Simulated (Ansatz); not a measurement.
**CrFH₂NO₂: taking an electron away**

An exercise on one series of results from a longer session: the logs are not shown, and one member is left open.

Method: unrestricted cation, the program's frozen cores in correlated methods; program: Ansatz 0.2.0, Gaussian basis.

Plan: UKS PBE-D4/def2-TZVPP; UKS r2SCAN-D4/def2-TZVPP; UKS PBE0-D4/def2-TZVPP; UKS B3LYP-D4/def2-TZVPP; UKS wB97X-V/def2-TZVPP; UKS wB97M-V/def2-TZVPP; UKS B2PLYP/def2-TZVPP; UHF-CCSD(T)/def2-TZVPP; UHF-MP2/def2-QZVPP; extrapolation to the limit; then −ε(HOMO) from the neutral's earlier runs with LDA (SPW92), PBE-D4, revPBE-D4, BLYP-D4, r2SCAN-D4, B97M-V, PBE0-D4, B3LYP-D4, r2SCANh-D4, r2SCAN0-D4, HSE06-D4, BHLYP-D4, CAM-B3LYP-D4, LC-ωPBE, ωB97X-V, ωB97M-V.

### The relaxed structure

An earlier PBE0-D4 in a triple-zeta def2 set relaxation fixed the geometry.

7 atoms, charge 0, spin multiplicity 1.

Atoms are counted from 1 here; the program's logs count them from 0.

Bond lengths: N1–Cr2 1.775 Å, N1–H6 1.010 Å, N1–H7 1.010 Å, Cr2–O3 1.544 Å, Cr2–O4 1.544 Å, Cr2–F5 1.722 Å. Angles: Cr2–N1–H6 122.1°, Cr2–N1–H7 122.1°, H6–N1–H7 113.5°, N1–Cr2–O3 107.7°, N1–Cr2–O4 107.7°, N1–Cr2–F5 109.7°, O3–Cr2–O4 111.9°, O3–Cr2–F5 109.9°, O4–Cr2–F5 109.9°.

The first run:

The input, in.yaml:

```yaml
crystal:
  periodic: [false, false, false]
  atoms:
    - {symbol: N, position_ang: [-0.833409, 0.663528, 0.164180]}
    - {symbol: Cr, position_ang: [0.548517, -0.412712, -0.121474]}
    - {symbol: O, position_ang: [1.254352, -0.639761, 1.233376]}
    - {symbol: O, position_ang: [0.002664, -1.729561, -0.715882]}
    - {symbol: F, position_ang: [1.637608, 0.324336, -1.232879]}
    - {symbol: H, position_ang: [-0.892021, 1.256561, 0.979258]}
    - {symbol: H, position_ang: [-1.717722, 0.537619, -0.306579]}
basis:
  gaussian: {orbitals: def2-TZVPP}
total_charge: 1
magnetization: {spin_polarized: true, initial_magnetization: 1}
hamiltonian: {xc: pbe, dispersion: d4}
```

On the command line:

```bash
> ansatz run in.yaml --threads 2 --pin off --events-out ev --progress --plain --max-ram 22528MiB --backend cpu
```

Among the steps run: Cation, UKS PBE-D4/def2-TZVPP; Cation, UKS r2SCAN-D4/def2-TZVPP; Cation, UKS PBE0-D4/def2-TZVPP; Cation, UKS B3LYP-D4/def2-TZVPP; Cation, UKS wB97X-V/def2-TZVPP; Cation, UKS wB97M-V/def2-TZVPP; Cation, UKS B2PLYP (frozen core)/def2-TZVPP; Cation, UHF-CCSD(T)/def2-TZVPP; Cation, UHF-MP2/def2-QZVPP.

One table of the session follows, with a row left open; its other results are not shown here.

Orbital estimates, from the neutral's runs:

| functional | −ε(HOMO) (eV) |
| --- | --- |
| LDA (SPW92) | 7.90 |
| PBE-D4 | 7.65 |
| revPBE-D4 | 7.56 |
| BLYP-D4 | 7.56 |
| r2SCAN-D4 | 7.99 |
| B97M-V | 8.04 |
| PBE0-D4 | 9.09 |
| B3LYP-D4 | 8.87 |
| r2SCANh-D4 | 8.52 |
| r2SCAN0-D4 | 9.33 |
| HSE06-D4 | 8.69 |
| BHLYP-D4 | 10.46 |
| CAM-B3LYP-D4 | 10.51 |
| LC-ωPBE | 11.80 |
| ωB97X-V | 11.44 |
| ωB97M-V | ? |

**Question.** Estimate the row for ωB97M-V.

The run gave: −ε(HOMO) (eV): 11.37. In the column «−ε(HOMO) (eV)» it lies between CAM-B3LYP-D4 (10.51) and ωB97X-V (11.44).
